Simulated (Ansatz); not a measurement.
**C2H9ClGaN: how energies converge with the basis set**

The task here is to estimate one member of a computed series from the others.

Method: one geometry, several basis sets; program: Ansatz 0.2.0, Gaussian basis.

Levels to be run: PBE0-D4/def2-SVP; ωB97M-V/def2-SVP; PBE0-D4/def2-QZVPP; ωB97M-V/def2-QZVPP; the functionals' def2-TZVPP values are taken from earlier runs.

### Structure used throughout

An earlier PBE0-D4 in a triple-zeta def2 set relaxation fixed the geometry.

SMILES `[CH3][Ga-]([CH3])([NH3+])[Cl]`, 14 atoms, charge 0, spin multiplicity 1.

Atoms are counted from 1 here; the program's logs count them from 0.

Bond lengths: C1–Ga2 1.972 Å, C1–H6 1.092 Å, C1–H7 1.092 Å, C1–H8 1.093 Å, Ga2–C3 1.972 Å, Ga2–N4 2.145 Å, Ga2–Cl5 2.227 Å, C3–H9 1.092 Å, C3–H10 1.092 Å, C3–H11 1.093 Å, N4–H12 1.014 Å, N4–H13 1.014 Å, N4–H14 1.014 Å. Angles: Ga2–C1–H6 110.1°, Ga2–C1–H7 111.1°, Ga2–C1–H8 111.8°, H6–C1–H7 107.4°, H6–C1–H8 107.5°, H7–C1–H8 108.6°, C1–Ga2–C3 127.0°, C1–Ga2–N4 102.6°, C1–Ga2–Cl5 112.6°, C3–Ga2–N4 102.6°, C3–Ga2–Cl5 112.6°, N4–Ga2–Cl5 91.5°, Ga2–C3–H9 110.1°, Ga2–C3–H10 111.1°, Ga2–C3–H11 111.8°, H9–C3–H10 107.4°, H9–C3–H11 107.5°, H10–C3–H11 108.6° and more.

The first run:

Contents of in.yaml:

```yaml
crystal:
  periodic: [false, false, false]
  atoms:
    - {symbol: C, position_ang: [-1.792844, 0.854699, 0.212074]}
    - {symbol: Ga, position_ang: [0.141412, 0.491312, 0.080824]}
    - {symbol: C, position_ang: [1.308124, -0.244371, 1.490874]}
    - {symbol: N, position_ang: [0.232091, -1.020577, -1.438060]}
    - {symbol: Cl, position_ang: [1.198591, 1.950822, -1.227812]}
    - {symbol: H, position_ang: [-1.972565, 1.697080, 0.883954]}
    - {symbol: H, position_ang: [-2.211005, 1.118713, -0.761838]}
    - {symbol: H, position_ang: [-2.342197, -0.004274, 0.607076]}
    - {symbol: H, position_ang: [1.440206, 0.488636, 2.289983]}
    - {symbol: H, position_ang: [2.299330, -0.481548, 1.098050]}
    - {symbol: H, position_ang: [0.884617, -1.147274, 1.939267]}
    - {symbol: H, position_ang: [-0.169006, -1.921462, -1.202757]}
    - {symbol: H, position_ang: [1.208140, -1.151487, -1.681485]}
    - {symbol: H, position_ang: [-0.237797, -0.659472, -2.261351]}
basis:
  gaussian: {orbitals: def2-SVP}
hamiltonian: {xc: pbe0, dispersion: d4}
output: {orbitals: {seedname: orbitals}}
```

Started as:

```sh
> ansatz run in.yaml --threads 4 --pin off --events-out ev --progress --plain --max-ram 11315MiB
```

Among the steps run: PBE0-D4 in def2-SVP; ωB97M-V in def2-SVP; PBE0-D4 in def2-QZVPP; ωB97M-V in def2-QZVPP.

One table of the session follows, with a row left open; its other results are not shown here.

It belongs to the step «Functionals by basis». 

```
functional       basis  HOMO (eV)  LUMO (eV)
   PBE0-D4    def2-SVP          ?          ?
   PBE0-D4  def2-TZVPP      -7.12      -0.13
   PBE0-D4  def2-QZVPP      -7.16      -0.39
   ωB97M-V    def2-SVP      -9.13       2.01
   ωB97M-V  def2-TZVPP      -9.33       1.25
   ωB97M-V  def2-QZVPP      -9.37       0.81
```

Q: Estimate the row for PBE0-D4, def2-SVP from the others.

The run gave: HOMO (eV): -6.93; LUMO (eV): 0.45. In the column «HOMO (eV)» it is the highest.
